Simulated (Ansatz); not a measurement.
# C2H7FSSn: ionisation energy by level of theory

One table from this session's results is given with a row withheld; the runs are named, their logs left out.

Method: unrestricted cation, the program's frozen cores in correlated methods; program: Ansatz 0.2.0, Gaussian basis.

Plan: UKS PBE-D4/def2-TZVPP; UKS r2SCAN-D4/def2-TZVPP; UKS PBE0-D4/def2-TZVPP; UKS B3LYP-D4/def2-TZVPP; UKS wB97X-V/def2-TZVPP; UKS wB97M-V/def2-TZVPP; UKS B2PLYP/def2-TZVPP; UHF-CCSD(T)/def2-TZVPP; UHF-MP2/def2-QZVPP; extrapolation to the limit; then −ε(HOMO) from the neutral's earlier runs with LDA (SPW92), PBE-D4, revPBE-D4, BLYP-D4, r2SCAN-D4, B97M-V, PBE0-D4, B3LYP-D4, r2SCANh-D4, r2SCAN0-D4, HSE06-D4, BHLYP-D4, CAM-B3LYP-D4, LC-ωPBE, ωB97X-V, ωB97M-V.

1 further run of the same task is left out (for a known fault of the program).

### Structure used throughout

An earlier PBE0-D4 in a triple-zeta def2 set relaxation fixed the geometry. Sn takes the def2 core potential; no spin-orbit term is included.

SMILES `C[S][SnH]([CH3])[F]`, 12 atoms, charge 0, spin multiplicity 1.

Atoms are counted from 1 here; the program's logs count them from 0.

Bond lengths: C1–S2 1.820 Å, C1–H6 1.090 Å, C1–H7 1.090 Å, C1–H8 1.089 Å, S2–Sn3 2.378 Å, Sn3–C4 2.125 Å, Sn3–F5 1.934 Å, Sn3–H9 1.703 Å, C4–H10 1.090 Å, C4–H11 1.089 Å, C4–H12 1.090 Å. Angles: S2–C1–H6 106.3°, S2–C1–H7 111.7°, S2–C1–H8 111.1°, H6–C1–H7 108.6°, H6–C1–H8 108.8°, H7–C1–H8 110.3°, C1–S2–Sn3 99.7°, S2–Sn3–C4 113.5°, S2–Sn3–F5 105.7°, S2–Sn3–H9 109.4°, C4–Sn3–F5 102.4°, C4–Sn3–H9 118.5°, F5–Sn3–H9 105.9°, Sn3–C4–H10 110.2°, Sn3–C4–H11 109.0°, Sn3–C4–H12 109.1°, H10–C4–H11 109.6°, H10–C4–H12 109.7° and more.

The first run:

Contents of in.yaml:

```yaml
crystal:
  periodic: [false, false, false]
  atoms:
    - {symbol: C, position_ang: [-2.003343, 0.699995, 0.029140]}
    - {symbol: S, position_ang: [-1.203821, 0.450650, -1.586319]}
    - {symbol: Sn, position_ang: [1.049200, 0.170256, -0.879332]}
    - {symbol: C, position_ang: [1.269710, -1.199172, 0.730152]}
    - {symbol: F, position_ang: [1.555164, 1.851366, -0.067478]}
    - {symbol: H, position_ang: [-3.058624, 0.878608, -0.176291]}
    - {symbol: H, position_ang: [-1.917740, -0.183656, 0.661091]}
    - {symbol: H, position_ang: [-1.593554, 1.570212, 0.540047]}
    - {symbol: H, position_ang: [2.052299, -0.009857, -2.243691]}
    - {symbol: H, position_ang: [0.943445, -2.193195, 0.425049]}
    - {symbol: H, position_ang: [0.667262, -0.858343, 1.571488]}
    - {symbol: H, position_ang: [2.316901, -1.231969, 1.030045]}
basis:
  gaussian: {orbitals: def2-TZVPP}
total_charge: 1
magnetization: {spin_polarized: true, initial_magnetization: 1}
hamiltonian: {xc: pbe, dispersion: d4}
```

Started as:

```
> ansatz run in.yaml --threads 2 --pin off --events-out ev --progress --plain --max-ram 32768MiB --backend cuda --devices 0, --max-vram 18GiB
```

Steps of the session up to this table: Cation, UKS PBE-D4/def2-TZVPP; Cation, UKS r2SCAN-D4/def2-TZVPP; Cation, UKS PBE0-D4/def2-TZVPP; Cation, UKS B3LYP-D4/def2-TZVPP; Cation, UKS wB97X-V/def2-TZVPP; Cation, UKS wB97M-V/def2-TZVPP; Cation, UKS B2PLYP (frozen core)/def2-TZVPP; Cation, UHF-CCSD(T)/def2-TZVPP; Cation, UHF-MP2/def2-QZVPP.

One table of the session follows, with a row left open; its other results are not shown here.

Orbital estimates, from the neutral's runs:

```
  functional  −ε(HOMO) (eV)
 LDA (SPW92)           5.93
      PBE-D4           5.82
   revPBE-D4           5.77
     BLYP-D4           5.67
   r2SCAN-D4           6.07
      B97M-V           6.18
     PBE0-D4           7.04
    B3LYP-D4           6.80
  r2SCANh-D4           6.52
  r2SCAN0-D4           7.21
    HSE06-D4              ?
    BHLYP-D4           8.13
CAM-B3LYP-D4           8.36
     LC-ωPBE           9.75
     ωB97X-V           9.39
     ωB97M-V           9.24
```

Q: Estimate the row for HSE06-D4 from the others.

**Answer.** −ε(HOMO) (eV): 6.64. In the column «−ε(HOMO) (eV)» it lies between r2SCANh-D4 (6.52) and B3LYP-D4 (6.80).
